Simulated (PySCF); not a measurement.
# RbBe+: bond curves at several levels of theory

One table from this session's results is given with a row withheld; the runs are named, their logs left out.

Program: PySCF 2.14.0. Level of theory: Rb def2-TZVP with ECP28, Be def2-TZVP, scalar-relativistic core potentials. These are calculated values, not measurements.

Set-up of the first run:

Settings of the job:

* atoms: Rb, Be
* charge: 1
* basis: Rb def2-TZVP with ECP28, Be def2-TZVP
* Hamiltonian: scalar-relativistic core potentials
* basis functions: 52
* electrons treated: 12
* masses in u: 84.9118, 9.0122
* levels: PBE0, PBE, r²SCAN, M06-L, BLYP, TPSS, HSE06, HF, MP2, SCS-MP2, CCSD, CCSD(T)
* grid: 80 radial by 434 angular points
* occupations: held fixed by the projection of orbital angular momentum
* dissociation limit: Rb+ + Be, each in its ground configuration
* starting distance in angstrom: 3.120
* values of 2S to try: 0, 2

Command:

```
> OMP_NUM_THREADS=1 python dia.py task.json out
```

Steps of the session up to this table: Input; PBE0 along the bond; Higher solutions at PBE0; PBE; r²SCAN (meta-GGA); M06-L (meta-GGA); BLYP; TPSS; HSE06; RHF; Adding correlation.

One of the session's tables, all rows but one given; the rest of the session is left out.

Energy (eV) from each level's lowest point:

```
R (Å)    RHF  RHF-MP2  RHF-SCS-MP2  RHF-CCSD  RHF-CCSD(T)
3.197  0.174    0.110        0.120       n/a          n/a
3.346  0.094    0.051        0.057     0.054        0.050
3.495  0.045    0.018        0.022     0.020        0.018
3.607  0.022    0.005        0.008     0.007        0.006
3.718  0.009    0.000        0.001     0.001        0.001
3.829  0.002    0.000        0.000     0.000        0.000
3.978  0.000    0.005        0.004     0.004        0.004
4.164      ?        ?            ?         ?            ?
4.387  0.017    0.033        0.029     0.027        0.029
4.685  0.036    0.057        0.051       n/a          n/a
```

Q: Estimate the row for R (Å) = 4.164 from the others.

Worked estimate for «RHF». A straight line through the neighbours (3.978, 0.000) and (4.387, 0.017) gives 0.000 + (0.017 − 0.000) × (4.164 − 3.978) / (4.387 − 3.978) = 0.008; a parabola fitted to 4 rows on both sides gives 0.006.

As computed: RHF: 0.005; RHF-MP2: 0.016; RHF-SCS-MP2: 0.014; RHF-CCSD: 0.013; RHF-CCSD(T): 0.014. In «RHF» the line misses by +0.003 and the parabola by +0.001.

Caveats from the session: The bond is weak, and basis-set superposition, which was not computed, may be a sizeable part of it.
